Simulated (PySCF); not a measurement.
# 2,4-dimethylpentane (C7H16): NMR shifts

Wanted: the NMR shifts of 2,4-dimethylpentane (C7H16) (`CC(C)CC(C)C`), by calculation.

The runs use PySCF 2.14.0, with density-fitted response routines of our own; the level of theory stands in each step. All values are computed, except where a source is named. Atoms count from 0, in the outputs and in this text.

## (1) The molecule as given

23 atoms, charge 0, multiplicity 1; geometry from: GFN2-xTB.

Bonds of the start (Å): C0–C1 1.53, C1–C2 1.53, C1–C3 1.53, C3–C4 1.53, C4–C5 1.53, C4–C6 1.53, C0–H7 1.09, C0–H8 1.09, C0–H9 1.09, C1–H10 1.09, C2–H11 1.09, C2–H12 1.09, C2–H13 1.09, C3–H14 1.09, C3–H15 1.09, C4–H16 1.09, C5–H17 1.09, C5–H18 1.09, C5–H19 1.09, C6–H20 1.09, C6–H21 1.09, C6–H22 1.09.

## (2) Nuclear shieldings: PBE0/pcSseg-1

The job: settings as JSON, then the geometry in Å.

```
{"job": {"kind": "nmr", "xc": "PBE0", "basis": "pcSseg-1"}, "charge": 0, "multiplicity": 1}
C      1.928716    -0.898440     0.030232
C      1.061429     0.081996    -0.755462
C      1.932528     1.209759    -1.308336
C     -0.057637     0.679842     0.105195
C     -1.041215    -0.323436     0.718846
C     -2.071349     0.427889     1.561718
C     -1.755373    -1.151990    -0.346176
H      2.333048    -0.418684     0.919211
H      1.360216    -1.772082     0.337194
H      2.760811    -1.238293    -0.582749
H      0.613856    -0.446816    -1.602974
H      2.407572     1.755145    -0.495045
H      1.336214     1.909711    -1.889458
H      2.712428     0.810016    -1.952724
H      0.401471     1.251662     0.916409
H     -0.625572     1.383746    -0.509317
H     -0.491821    -1.000486     1.380570
H     -1.583947     1.007802     2.342248
H     -2.761046    -0.268284     2.033931
H     -2.647602     1.108447     0.938060
H     -2.506385    -1.790034     0.115153
H     -2.252316    -0.501044    -1.062717
H     -1.058779    -1.789442    -0.883730
```

Method: GIAO PBE0/pcSseg-1 NMR shielding, non-relativistic, gas phase.

What will the session give for the following? ¹³C shifts against TMS (PBE0/pcSseg-1, means over atoms taken as alike); ¹H shifts against TMS (PBE0/pcSseg-1, means over atoms taken as alike). Wanted: ¹³C shifts against TMS; ¹H shifts against TMS.

As calculated:

```
                                                               quantity                 value
¹³C shifts against TMS (PBE0/pcSseg-1, means over atoms taken as alike)  51.6, 28.7, 24.5 ppm
 ¹H shifts against TMS (PBE0/pcSseg-1, means over atoms taken as alike)  1.56, 0.98, 0.92 ppm
```

What this shows: At PBE0/pcSseg-1: Shielding is most anisotropic at C3 (span 47 ppm, paramagnetic term -116 ppm).
